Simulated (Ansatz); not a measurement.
# C2H6GeOS: the cost of one run

All numbers below are computed with Ansatz 0.2.0 (RKS PBE0-D4/def2-SVP).

## 1. The system as given

Bond lengths: O1–Ge2 1.725 Å, Ge2–C3 1.935 Å, C3–S4 1.815 Å, Ge2–C5 1.947 Å, S4–C5 1.788 Å, O1–H6 1.017 Å, Ge2–H7 1.580 Å, C3–H8 1.048 Å, C3–H9 1.157 Å, C5–H10 1.089 Å, C5–H11 1.083 Å. Angles (14 of 20 angles, heavy atoms first): O1–Ge2–C3 111.3°, O1–Ge2–C5 112.8°, C3–Ge2–C5 77.9°, Ge2–C3–S4 98.1°, C3–S4–C5 85.3°, Ge2–C5–S4 98.6°, O1–Ge2–H7 116.2°, C3–Ge2–H7 117.2°, C5–Ge2–H7 115.7°, Ge2–O1–H6 108.2°, Ge2–C3–H8 110.9°, Ge2–C3–H9 108.5°, S4–C3–H8 116.6°, S4–C3–H9 111.1°.

As a file:

```xyz
11

O    -0.7101    1.9356    0.6619
Ge    0.4502    0.6773    0.4464
C    -0.3201   -1.0606    0.8079
S    -0.2603   -1.7226   -0.8809
C     0.3807   -0.1153   -1.3305
H    -1.5831    1.6393    0.2320
H     1.8973    0.9573    1.0161
H    -1.2701   -0.9662    1.2412
H     0.3960   -1.6406    1.5079
H    -0.2990    0.4610   -1.9573
H     1.3838   -0.2221   -1.7242
```

## 2. Relaxing end A

The input, input.yaml:

```yaml
crystal:
  periodic: [false, false, false]
  atoms:
    - { symbol: O, position_ang: [-0.7101, 1.9356, 0.6619] }
    - { symbol: Ge, position_ang: [0.4502, 0.6773, 0.4464] }
    - { symbol: C, position_ang: [-0.3201, -1.0606, 0.8079] }
    - { symbol: S, position_ang: [-0.2603, -1.7226, -0.8809] }
    - { symbol: C, position_ang: [0.3807, -0.1153, -1.3305] }
    - { symbol: H, position_ang: [-1.5831, 1.6393, 0.232] }
    - { symbol: H, position_ang: [1.8973, 0.9573, 1.0161] }
    - { symbol: H, position_ang: [-1.2701, -0.9662, 1.2412] }
    - { symbol: H, position_ang: [0.396, -1.6406, 1.5079] }
    - { symbol: H, position_ang: [-0.299, 0.461, -1.9573] }
    - { symbol: H, position_ang: [1.3838, -0.2221, -1.7242] }
basis:
  gaussian: { orbitals: def2-SVP }
hamiltonian:
  xc: pbe0
  dispersion: d4
relax:
  f_tol: 0.02
  max_steps: 50
output:
  orbitals: {}
```

Started as:

```sh
ansatz run input.yaml --threads 2 --pin off --max-ram 3072MiB --backend cpu --events-out ev --progress --plain --runs-dir out
```

What time and memory should one allow on 2 threads of Intel Xeon Platinum 8488C (Sapphire Rapids), shared host?

About 72 s, with a peak of 0.34 GiB.
